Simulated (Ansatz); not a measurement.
Consider a ladder of basis sets of CH2AsN, SMILES C1=N[AsH]1 (Ansatz 0.2.0 through its Python package).

Contents of `ch2asn.xyz`:
```text
5

C     0.02190   -0.73470    0.27510
N    -1.19370    0.08630    0.24290
As   -0.10050    0.51130   -1.09270
H     0.61440   -1.46780    0.74170
H     0.70780    1.53130   -0.20840
```

`ch2asn_basis.py`:
```python
'''Basis-set convergence for CH2AsN.'''

import ansatz as az

XC = 'pbe0'


def main() -> None:
    system = az.Crystal.molecule_from_extxyz('ch2asn.xyz')

    base = system.calculation().functional(XC)

    energies = {}
    for basis in ['def2-SVP', 'def2-SVPD', 'def2-TZVP', 'def2-TZVPP']:
        data = base.basis(gaussian=basis).run(threads=1).report
        size = data['n_frozen'] + data['n_occupied'][0] + data['n_virtual'][0]
        energies[basis] = (data['reference_energy_ev'] / 27.211386246, data['free_energy_ev'] / 27.211386246)
        print(f'{basis:14s} {size:4d} orbitals  reference {energies[basis][0]:14.6f} Ha  total {energies[basis][1]:14.6f} Ha')

    last = energies['def2-TZVPP'][1]
    for basis, (_, total) in energies.items():
        print(f'{basis:14s} lies {27.211386 * (total - last):9.4f} eV above def2-TZVPP')


if __name__ == '__main__':
    main()
```

How far does the total energy move along this ladder of basis sets?

Against def2-SVP: def2-SVPD -8.4 mHa, def2-TZVP -388.3 mHa and def2-TZVPP -388.9 mHa. The last step alone is -0.65 mHa (these two sets differ little on atoms other than hydrogen). From the first set to the last the time grows from 1.0 to 2.2 s.

What the script printed:

```console
$ python ch2asn_basis.py
def2-SVP         70 orbitals  reference   -2329.061904 Ha  total   -2329.061904 Ha
def2-SVPD        94 orbitals  reference   -2329.070279 Ha  total   -2329.070279 Ha
def2-TZVP       122 orbitals  reference   -2329.450192 Ha  total   -2329.450192 Ha
def2-TZVPP      138 orbitals  reference   -2329.450843 Ha  total   -2329.450843 Ha
def2-SVP       lies   10.5836 eV above def2-TZVPP
def2-SVPD      lies   10.3557 eV above def2-TZVPP
def2-TZVP      lies    0.0177 eV above def2-TZVPP
def2-TZVPP     lies    0.0000 eV above def2-TZVPP
```

Reading the output:
- The drop along the ladder measures the basis error, and is no property of the molecule.
- The geometry is a force-field or estimated start, not a minimum of this method, and the last set is no limit. Much of the fall in a total is atomic energy, which cancels in bond and reaction energies.
- Timing: 7.2 s on 1 thread of Intel(R) Xeon(R) Processor @ 2.30GHz, with other jobs on the host, peak memory 0.34 GiB.
